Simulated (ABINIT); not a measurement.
# WF (R3m) in ABINIT: reference runs, part 2 of 2

ABINIT 10.8.3 (patched build). Earlier steps stand in the parts before.

### 3 Single point, PBE (atoms moved at random, drawn with an rms of 0.05 Å)

run.abi

```
# Pseudopotentials
pp_dirpath "./"
pseudos "W.GGA_PBE-JTH.xml, F.GGA_PBE-JTH.xml"

# Structure
acell 3*1.0
rprim
     2.5811580164     1.4902380219     9.5801555614
    -2.5811580164     1.4902380219     9.5801555614
     0.0000000000    -2.9804571465     9.5801555614
ntypat 2
znucl 74 9
natom 2
typat 1 2
xred
     0.8067540000     0.8235860000     0.8036720000
     0.9302470000     0.9598050000     0.9183760000
chkprim 0
chksymtnons 0
tolsym 1.0e-6

# Plane-wave basis
ecut 625.861884 eV
pawecutdg 45.0
pawxcdev 0
pawovlp 30

# k points
kptopt 1
ngkpt 11 11 11
nshiftk 1
shiftk 0.0 0.0 0.0

# Exchange and correlation
ixc 11

# Bands and occupations
nband 15
occopt 3
tsmear 0.05 eV

# SCF cycle
nstep 100
tolvrs 1.0e-9

# Output
iomode 3
prtwf 0
prteig 0
prtebands 0
prtden 1
prtvha 1
prtvclmb 1
prtpot 1
```

Potentials or basis: JTH PAW PBE v2.0.

The run is started by

```
> abinit run.abi > log 2>&1
```

run.abo:

```text
.Version 10.8.3 of ABINIT
 Symmetries : space group P1 (#  1); Bravais aP (primitive triclinic)
================================================================================
 Values of the parameters that define the memory need of the present run
     intxc =       0    ionmov =       0      iscf =      17    lmnmax =      18
     lnmax =       6     mgfft =      45  mpssoang =       3    mqgrid =    3001
     natom =       2  nloc_mem =       2    nspden =       1   nspinor =       1
    nsppol =       1      nsym =       1    n1xccc =       1    ntypat =       2
    occopt =       3   xclevel =       2
       mpw =        1200          nfft =       91125          nkpt =         666
 PAW method is used; the additional fine FFT grid is defined by:
   mgfftf=        64    nfftf =    262144
================================================================================
================================================================================

--------------------------------------------------------------------------------
------------- Echo of variables that govern the present computation ------------
--------------------------------------------------------------------------------
 -outvars: echo values of preprocessed input variables --------
            acell      1.0000000000E+00  1.0000000000E+00  1.0000000000E+00 Bohr
              amu      1.83850000E+02  1.89984032E+01
          chkprim           0
      chksymtnons           0
             ecut      2.30000000E+01 Hartree
                       outvar_i_n : Printing only first  50 k-points.
              ixc          11
                       outvar_i_n : Printing only first  50 k-points.
         kptrlatt       11    0    0      0   11    0      0    0   11
          kptrlen      5.67854606E+01
            natom           2
            nband          15
            ngfft          45      45      45
          ngfftdg          64      64      64
             nkpt         666
            nstep         100
             nsym           1
           ntypat           2
                       prtocc : prtvol=0, do not print more k-points.
           occopt           3
        pawecutdg      4.50000000E+01 Hartree
          pawovlp      3.0000000000E+01
         pawxcdev           0
        prtebands           0
           prteig           0
           prtpot           1
         prtvclmb           1
           prtvha           1
[... 169 lines left out ...]
 Fermi (or HOMO) energy (hartree) =   0.14013   Average Vxc (hartree)=  -0.38476
 Eigenvalues (hartree) for nkpt= 666  k points:
 kpt#   1, nband= 15, wtk=  0.00075, kpt=  0.0000  0.0000  0.0000 (reduced coord)
  -2.58498   -1.28574   -1.23910   -1.23909   -0.73982   -0.10403   -0.09280    0.00201
   0.00207    0.12996    0.13435    0.13437    0.27407    0.27420    0.36134
      occupation numbers for kpt#   1
   2.00000    2.00000    2.00000    2.00000    2.00000    2.00000    2.00000    2.00000
   2.00000    1.99212    1.91765    1.91641    0.00000    0.00000    0.00000
 prteigrs : prtvol=0 or 1, do not print more k-points.

--- !EnergyTerms
iteration_state     : {dtset: 1, }
comment             : Components of total free energy in Hartree
kinetic             :  1.63281732382083E+01
hartree             :  2.60077290740170E+01
xc                  : -1.09654683044155E+01
Ewald energy        : -6.32663250264804E+01
psp_core            :  5.01371541875557E+00
local_psp           : -7.06033441566550E+01
PAW spherical_terms :  4.10553574274807E+00
internal            : -9.33799840138220E+01
'-kT*entropy'       : -3.67796933848285E-04
total_energy        : -9.33803518107558E+01
total_energy_eV     : -2.54100882090807E+03
...

--- !EnergyTermsDC
iteration_state     : {dtset: 1, }
comment             : '"Double-counting" decomposition of free energy'
band_energy         : -1.42571572229369E+01
Ewald energy        : -6.32663250264804E+01
psp_core            :  5.01371541875557E+00
xc_dc               : -2.84485713676358E+01
PAW spherical_terms :  7.57835570217503E+00
internal            : -9.33799824961225E+01
'-kT*entropy'       : -3.67796933848285E-04
total_energy_dc     : -9.33803502930564E+01
total_energy_dc_eV  : -2.54100877960936E+03
...

--- !EnergyTermsWithPAWCore
iteration_state     : {dtset: 1, }
comment             : 'Components of total free energy, including PAW core contributions'
Total energy        : -1.62427822408967E+04
Total energy DC     : -1.62427822393790E+04
Total energy (eV)   : -4.41988621266400E+05
Total energy DC (eV): -4.41988621225102E+05
...

 Cartesian components of stress tensor (hartree/bohr^3)
  sigma(1 1)= -1.95860251E-05  sigma(3 2)=  2.09307099E-05
  sigma(2 2)= -1.97764822E-05  sigma(3 1)= -1.52924689E-05
  sigma(3 3)=  1.96267088E-04  sigma(2 1)= -2.01069383E-07

-Cartesian components of stress tensor (GPa)         [Pressure= -1.5388E+00 GPa]
- sigma(1 1)= -5.76240752E-01  sigma(3 2)=  6.15802745E-01
- sigma(2 2)= -5.81844194E-01  sigma(3 1)= -4.49919969E-01
- sigma(3 3)=  5.77437709E+00  sigma(2 1)= -5.91566549E-03

== END DATASET(S) ==============================================================
================================================================================

 -outvars: echo values of variables after computation  --------
            acell      1.0000000000E+00  1.0000000000E+00  1.0000000000E+00 Bohr
           etotal     -9.3380350293E+01
            fcart     -9.1046037415E-04  1.2351117472E-03  9.2025385583E-03
                       9.1046037415E-04 -1.2351117472E-03 -9.2025385583E-03
            rprim      2.5811580164E+00  1.4902380219E+00  9.5801555614E+00
                      -2.5811580164E+00  1.4902380219E+00  9.5801555614E+00
                       0.0000000000E+00 -2.9804571465E+00  9.5801555614E+00
           strten     -1.9586025057E-05 -1.9776482187E-05  1.9626708814E-04
                       2.0930709873E-05 -1.5292468914E-05 -2.0106938311E-07
           xangst     -2.2990660465E-02  1.8142682324E-02  1.2339467227E+01
                      -4.0372976593E-02  4.2041563751E-02  1.4237606579E+01
             xred      8.0675400000E-01  8.2358600000E-01  8.0367200000E-01
                       9.3024700000E-01  9.5980500000E-01  9.1837600000E-01
 Calculation completed.
```

Run time: 21 min. Hardware: 1 thread of Arm Neoverse V1, shared host; peak memory 0.58 GiB.

What came out:

| Quantity | Value |
| --- | --- |
| Free energy | -2541.0088 eV |
| Pressure | -1.5 GPa |
| Largest force | 0.480 eV/Å |
| Band gap on the k mesh | none (metal or under the smearing width) |

Forces on the atoms (eV/Å):
```
W   -0.047  0.064  0.473
F    0.047 -0.064 -0.473
```

Levels at points of the mesh, in eV from the Fermi level:
| k point | band 8 | band 9 | band 10 | band 11 | band 12 | band 13 | band 14 | band 15 |
| --- | --- | --- | --- | --- | --- | --- | --- | --- |
| (0.00, 0.00, 0.00) | -3.76 | -3.76 | -0.28 | -0.16 | -0.16 | 3.64 | 3.65 | 6.02 |

Caveat: an odd number of electrons without spin polarisation forces a metal; a magnetic or distorted state may lie lower; the atomic spheres overlap. Spin-orbit coupling is left out, which matters for the levels of W.
